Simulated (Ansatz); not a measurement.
**Si₃H₆O: small, medium and large basis sets**

One table from this session's results is given with a row withheld; the runs are named, their logs left out.

Method: one geometry, several basis sets; program: Ansatz 0.2.0, Gaussian basis.

Plan: PBE0-D4/def2-SVP; ωB97M-V/def2-SVP; PBE0-D4/def2-QZVPP; ωB97M-V/def2-QZVPP; the functionals' def2-TZVPP values are taken from earlier runs.

## The geometry

All runs share one geometry, relaxed beforehand with PBE0-D4 in a triple-zeta def2 set.

SMILES `O1[SiH2][SiH2][SiH2]1`, 10 atoms, charge 0, spin multiplicity 1.

Atoms are counted from 1 here; the program's logs count them from 0.

Bond lengths: O1–Si2 1.674 Å, O1–Si4 1.674 Å, Si2–Si3 2.356 Å, Si2–H5 1.487 Å, Si2–H6 1.487 Å, Si3–Si4 2.356 Å, Si3–H7 1.486 Å, Si3–H8 1.486 Å, Si4–H9 1.487 Å, Si4–H10 1.487 Å. Angles: Si2–O1–Si4 109.0°, O1–Si2–Si3 90.2°, O1–Si2–H5 110.7°, O1–Si2–H6 110.7°, Si3–Si2–H5 117.7°, Si3–Si2–H6 117.6°, H5–Si2–H6 108.6°, Si2–Si3–Si4 70.7°, Si2–Si3–H7 117.8°, Si2–Si3–H8 117.8°, Si4–Si3–H7 117.8°, Si4–Si3–H8 117.8°, H7–Si3–H8 110.3°, O1–Si4–Si3 90.2°, O1–Si4–H9 110.7°, O1–Si4–H10 110.7°, Si3–Si4–H9 117.6°, Si3–Si4–H10 117.7° and more.

The first run:

Input file in.yaml:

```yaml
crystal:
  periodic: [false, false, false]
  atoms:
    - {symbol: O, position_ang: [-0.205722, 1.495506, -0.086790]}
    - {symbol: Si, position_ang: [-0.989759, 0.345909, -1.016803]}
    - {symbol: Si, position_ang: [0.202389, -1.365194, 0.079185]}
    - {symbol: Si, position_ang: [0.852466, 0.723112, 0.954776]}
    - {symbol: H, position_ang: [-0.713933, 0.562743, -2.461819]}
    - {symbol: H, position_ang: [-2.459622, 0.409806, -0.800947]}
    - {symbol: H, position_ang: [1.204187, -2.127248, -0.711045]}
    - {symbol: H, position_ang: [-0.559837, -2.281767, 0.966711]}
    - {symbol: H, position_ang: [0.503471, 1.016565, 2.370142]}
    - {symbol: H, position_ang: [2.249559, 1.169469, 0.709688]}
basis:
  gaussian: {orbitals: def2-SVP}
hamiltonian: {xc: pbe0, dispersion: d4}
output: {orbitals: {seedname: orbitals}}
```

Run with:

```
> ansatz run in.yaml --threads 2 --pin off --events-out ev --progress --plain --max-ram 4352MiB
```

Steps of the session up to this table: PBE0-D4 in def2-SVP; ωB97M-V in def2-SVP; PBE0-D4 in def2-QZVPP; ωB97M-V in def2-QZVPP.

One of the session's tables, all rows but one given; the rest of the session is left out.

| functional | basis | HOMO (eV) |
| --- | --- | --- |
| PBE0-D4 | def2-SVP | ? |
| PBE0-D4 | def2-TZVPP | -7.38 |
| PBE0-D4 | def2-QZVPP | -7.38 |
| ωB97M-V | def2-SVP | -9.36 |
| ωB97M-V | def2-TZVPP | -9.32 |
| ωB97M-V | def2-QZVPP | -9.33 |

Q: Estimate the row for PBE0-D4, def2-SVP from the others.

**Answer.** HOMO (eV): -7.46. In the column «HOMO (eV)» it lies between ωB97M-V, def2-TZVPP (-9.32) and PBE0-D4, def2-TZVPP (-7.38).
